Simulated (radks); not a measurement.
# Fractional charge and spin in the 5s shell of caesium

The task here is to estimate one member of a computed series from the others.

The numbers are computed with radks (a radial shooting solver on a logarithmic mesh, Libxc functionals) version 1 (scalar-relativistic Kohn-Sham, PBEsol, spin-polarised, spherical densities, finite nucleus), except any that are marked as measured or tabulated.

## The system

| Property | Result |
| --- | --- |
| element | caesium (Z = 55) |
| configuration | [Kr] 4d10 5p(up 2, down 2) 5s(up 1, down 1) |
| nuclear rms radius | 4.8041 fm |

A shell typed twice in an input gives spin up, then spin down.

The first run:

Input:

```text
Z 55
configuration [Kr] 4d10 5p2 5p2 5s1 5s1
relativity scalar-relativistic
functional pbe_sol,pbe_sol
spin polarised
nucleus finite rms 4.8041 fm
c 137.035999084
```

Steps of the session up to this table: 5s: up 1, down 1.

One table of the session follows, with a row left open; its other results are not shown here.

It belongs to the step «5s: up 1, down 1». From the orbitals of this run (lengths in bohr):

```
level     <r>  outermost maximum (interpolated)  90 % within  nodes
   3s  0.2992                             0.273        0.439      2
   3p  0.2971                             0.267        0.445      1
   3d  0.2736                             0.220        0.429      0
   4s  0.6945                             0.642        0.999      3
   4p       ?                                 ?            ?      ?
   4d  0.8340                             0.720         1.26      1
   5s   1.670                              1.52         2.39      4
   5p   1.913                              1.71         2.76      3
```

**Question.** Estimate the row for 4p.

**Answer.** <r>: 0.7390; outermost maximum (interpolated): 0.673; 90 % within: 1.08; nodes: 2. In the column «<r>» it lies between 4s (0.6945) and 4d (0.8340).
